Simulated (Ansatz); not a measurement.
# CH5FOSSi: the cost of one run

The runs use Ansatz 0.2.0, Gaussian basis; the settings change from run to run.

### Step 1. The molecule

The geometry comes from an earlier relaxation with PBE0-D4 in a triple-zeta def2 set; it is a stationary point, not always the lowest conformer.

10 atoms, charge 0, spin multiplicity 1.

Atoms are counted from 1 here; the program's logs count them from 0.

Bond lengths: C1–O2 1.415 Å, C1–H6 1.090 Å, C1–H7 1.095 Å, C1–H8 1.094 Å, O2–Si3 1.623 Å, Si3–F4 1.597 Å, Si3–S5 2.109 Å, Si3–H9 1.477 Å, S5–H10 1.345 Å. Angles: O2–C1–H6 107.9°, O2–C1–H7 111.2°, O2–C1–H8 111.2°, H6–C1–H7 108.6°, H6–C1–H8 109.0°, H7–C1–H8 109.0°, C1–O2–Si3 124.4°, O2–Si3–F4 107.9°, O2–Si3–S5 108.5°, O2–Si3–H9 113.7°, F4–Si3–S5 112.1°, F4–Si3–H9 106.2°, S5–Si3–H9 108.6°, Si3–S5–H10 92.9°.

Coordinates:

```xyz
10
CH5FOSSi
C    -0.4791   -1.5454    0.2844
O     0.4375   -0.4728    0.1708
Si    0.0110    1.0884    0.0467
F    -1.0649    1.2114   -1.1269
S     1.7430    2.2256   -0.3444
H     0.0944   -2.4711    0.3382
H    -1.0832   -1.4551    1.1931
H    -1.1449   -1.5899   -0.5820
H    -0.6401    1.6233    1.2603
H     2.2095    1.3345   -1.2372
```

### Step 2. BLYP/def2-TZVPD

This run has a point charge of -1.00 e beside it, D3(BJ) dispersion.

in.yaml reads:

```yaml
crystal:
  periodic: [false, false, false]
  atoms:
    - {symbol: C, position_ang: [-0.479140, -1.545383, 0.284403]}
    - {symbol: O, position_ang: [0.437532, -0.472824, 0.170789]}
    - {symbol: Si, position_ang: [0.011032, 1.088352, 0.046664]}
    - {symbol: F, position_ang: [-1.064943, 1.211359, -1.126939]}
    - {symbol: S, position_ang: [1.742984, 2.225584, -0.344391]}
    - {symbol: H, position_ang: [0.094381, -2.471057, 0.338187]}
    - {symbol: H, position_ang: [-1.083212, -1.455120, 1.193136]}
    - {symbol: H, position_ang: [-1.144859, -1.589877, -0.581958]}
    - {symbol: H, position_ang: [-0.640131, 1.623252, 1.260254]}
    - {symbol: H, position_ang: [2.209458, 1.334514, -1.237246]}
basis:
  gaussian: {orbitals: def2-TZVPD, point_charges: [{charge: -1.00, position_ang: [6.040, -0.887, -0.038]}]}
hamiltonian: {xc: {name: BLYP}, dispersion: d3bj}
output: {forces: true}
```

On the command line:

```
$ ansatz run in.yaml --threads 4 --pin off --events-out ev --progress --plain --max-ram 10444MiB
```

**Question.** How long does this run take on 4 threads of Intel Xeon at 2.80GHz, shared host, and how much memory does it need?

About 3.5 s, with a peak of 0.38 GiB.
